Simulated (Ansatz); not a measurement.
NbCd3 and its elements: a formation energy from the elements, run with Ansatz's Python interface.

`nbcd3.py`:
```python
# -*- coding: utf-8 -*-
"""Formation energy of NbCd3 from the elements, after relaxing cells and atoms."""

from collections import Counter
import warnings

import ansatz as az
import numpy as np

PHASES = {
    "NbCd3": (
        [(4.215, 0.0, 0.0), (0.0, 4.215, 0.0), (0.0, 0.0, 4.215)],
        [
            ("Nb", (0.0, 0.0, 0.0)),
            ("Cd", (0.0, 0.5, 0.5)),
            ("Cd", (0.5, 0.0, 0.5)),
            ("Cd", (0.5, 0.5, 0.0)),
        ],
    ),
    "Nb": (
        [(-1.66395, 1.66395, 1.66395), (1.66395, -1.66395, 1.66395), (1.66395, 1.66395, -1.66395)],
        [
            ("Nb", (0.0, 0.0, 0.0)),
        ],
    ),
    "Cd": (
        [(2.97887, 0.0, 0.0), (-1.489435, 2.57977709, 0.0), (0.0, 0.0, 5.61765)],
        [
            ("Cd", (1 / 3, 2 / 3, 0.25)),
            ("Cd", (2 / 3, 1 / 3, 0.75)),
        ],
    ),
}


def build(vectors, sites):
    crystal = az.Crystal(lattice=az.Lattice.of(vectors))
    for symbol, position in sites:
        crystal = crystal.atom(symbol, position)
    return crystal


def compute(name, crystal):
    calc = (
        crystal.calculation()
        .functional("pbe")
        .scf(tolerance=1e-07)
        .basis(460)
        .kpoints(spacing=0.3)
        .occupations("gaussian", width=0.1)
        .stress()
    )
    calc = calc.relax(force_tolerance=0.01, max_steps=60, cell=True)
    return calc.run()


def counts(outcome):
    return Counter(site.symbol for site in outcome.lattice.sites)

def formation_energy(outcome, mu):
    n = counts(outcome)
    return (outcome.report["energy_sigma0_ev"] - sum(k * mu[element] for element, k in n.items())) / sum(n.values())


def volume_per_atom(outcome):
    return abs(np.linalg.det(outcome.lattice.cell_ang)) / len(outcome.lattice.sites)


def main():
    warnings.simplefilter("ignore")

    phases = {name: build(*cell) for name, cell in PHASES.items()}

    done = {name: compute(name, crystal) for name, crystal in phases.items()}

    # energy of one atom in its reference phase
    references = {"Nb": "Nb", "Cd": "Cd"}
    mu = {element: done[name].report["energy_sigma0_ev"] / len(done[name].lattice.sites) for element, name in references.items()}

    target = done["NbCd3"]
    heat = formation_energy(target, mu)
    for element, value in mu.items():
        print(f"mu({element}) = {value:.4f} eV from {references[element]}, {volume_per_atom(done[references[element]]):.2f} A^3/atom")
    print(f"formation energy of NbCd3: {heat:.4f} eV/atom = {96.4853 * heat:.1f} kJ/mol of atoms")


if __name__ == "__main__":
    main()
```

Is NbCd3 bound against its elements at this level, and by how much?

The formation energy is +0.147 eV an atom (+14.2 kJ per mole of atoms), so NbCd3 lies above the reference phases.

The run itself:

`python nbcd3.py` gives:
```text
mu(Nb) = -4552.2930 eV from Nb, 18.10 A^3/atom
mu(Cd) = -8254.4552 eV from Cd, 23.50 A^3/atom
formation energy of NbCd3: 0.1473 eV/atom = 14.2 kJ/mol of atoms
```

What to keep in mind:
- Total energies depend on the potentials; only differences at equal settings carry meaning.
- The program warned that this SCF threshold is loose for forces or stresses.
- The cells come from databases of deposited and of computed structures, and not all need be stable phases.
- The compound is the structure given, not necessarily its lowest; energies are at zero temperature, with no correction for gases. A semilocal functional's error on such energies is often 0.05 to 0.1 eV an atom, and 0.1 to 0.3 eV against gases such as O2 or F2.
- The script silences warnings, which a real study should read.
- The whole script took 24 s on 1 thread of Arm Neoverse V2, on a shared host, peak memory 0.42 GiB.

(A comment or docstring line of the script was reworded after the run, the code is as it ran.)
